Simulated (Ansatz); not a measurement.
**CH6Ge (built from SMILES C.[GeH2]): search for a transition state**

Wanted: the transition state of a insertion of a carbenoid (form Ge1–H2, Ge1–C3 and break H2–C3). The guess is relaxed with those distances held, a saddle search follows, and vibrations and two downhill relaxations check it.

The runs use Ansatz 0.2.0, Gaussian basis; PBE0-D4, def2-SVP first, then def2-TZVP.

128 further runs of the same task are left out: 128 set aside as unsound or not needed.

## 1. Where the work starts

The guess: 8 atoms, charge 0, spin multiplicity 1.

Atoms are counted from 1 here; the program's logs count them from 0.

Bond lengths: Ge1–H2 1.666 Å, Ge1–H4 1.642 Å, Ge1–H5 1.631 Å, C3–H6 1.079 Å, C3–H7 1.079 Å, C3–H8 1.085 Å. Angles: H2–Ge1–H4 67.5°, H2–Ge1–H5 71.5°, H4–Ge1–H5 87.7°, H6–C3–H7 112.0°, H6–C3–H8 109.7°, H7–C3–H8 110.4°.

Coordinates:

```
Ge   -1.3053    0.6793    0.3972
H    -0.2386   -0.5190   -0.0510
C     1.0068    0.0813   -0.1124
H    -1.5969   -0.7410    1.1668
H    -1.8582   -0.0220   -0.9679
H     1.2918    0.5999    0.7896
H     1.0697    0.7182   -0.9813
H     1.6307   -0.7967   -0.2410
```

Distances that are to change: Ge1–H2 1.67 Å, Ge1–C3 2.44 Å, H2–C3 1.38 Å.

## 2. Relaxing the guess with the reacting distances held

The input, hold/in.yaml:

```yaml
crystal:
  periodic: [false, false, false]
  atoms:
    - {symbol: Ge, position_ang: [-1.305300, 0.679300, 0.397200]}
    - {symbol: H, position_ang: [-0.238600, -0.519000, -0.051000]}
    - {symbol: C, position_ang: [1.006800, 0.081300, -0.112400]}
    - {symbol: H, position_ang: [-1.596900, -0.741000, 1.166800]}
    - {symbol: H, position_ang: [-1.858200, -0.022000, -0.967900]}
    - {symbol: H, position_ang: [1.291800, 0.599900, 0.789600]}
    - {symbol: H, position_ang: [1.069700, 0.718200, -0.981300]}
    - {symbol: H, position_ang: [1.630700, -0.796700, -0.241000]}
basis:
  gaussian: {orbitals: def2-SVP}
hamiltonian: {xc: pbe0, dispersion: d4}
relax: {f_tol: 0.08, max_steps: 120, escape_saddle: false, constraints: [{distance: [0, 1]}, {distance: [0, 2]}, {distance: [1, 2]}]}
```

The run is started by

```console
> ansatz run in.yaml --threads 2 --pin off --events-out ev --progress --plain --max-ram 4352MiB
```

After this run come: Force constants to start from; Saddle search in the small basis; Saddle search in triple zeta; Checking the order of the point; Relaxing after a step of 0.30 Å one way along the mode; Relaxing after a step of 0.30 Å the other way along the mode.

What does the calculation give? Wanted: imaginary mode; barrier from the start side; barrier from the end side; energy of the step; pairs that change; zero-point energy at the saddle.

As calculated:

```
                       quantity                                                     value
                 imaginary mode                                                1299i cm⁻¹
    barrier from the start side                                              104.6 kJ/mol
      barrier from the end side                                               71.2 kJ/mol
             energy of the step                                              +33.4 kJ/mol
              pairs that change  Ge1–C3 formed, H2–H4 formed, Ge1–H4 broken, H2–C3 broken
zero-point energy at the saddle                                                  1.540 eV
```

One imaginary mode, 1299i cm⁻¹, makes this a first-order saddle. The two relaxations don't end on the planned structures: the search found another step. At PBE0-D4/def2-TZVP the electronic barrier is 104.6 kJ/mol, about 42 kT at 298 K, and the step runs 33.4 kJ/mol uphill. The barrier is thin enough for tunnelling; the leading (Wigner) term alone is a factor of 2.6 at 298 K. These are plain relaxations, not an intrinsic reaction coordinate. The ends are the nearest minima, not always the lowest complexes.
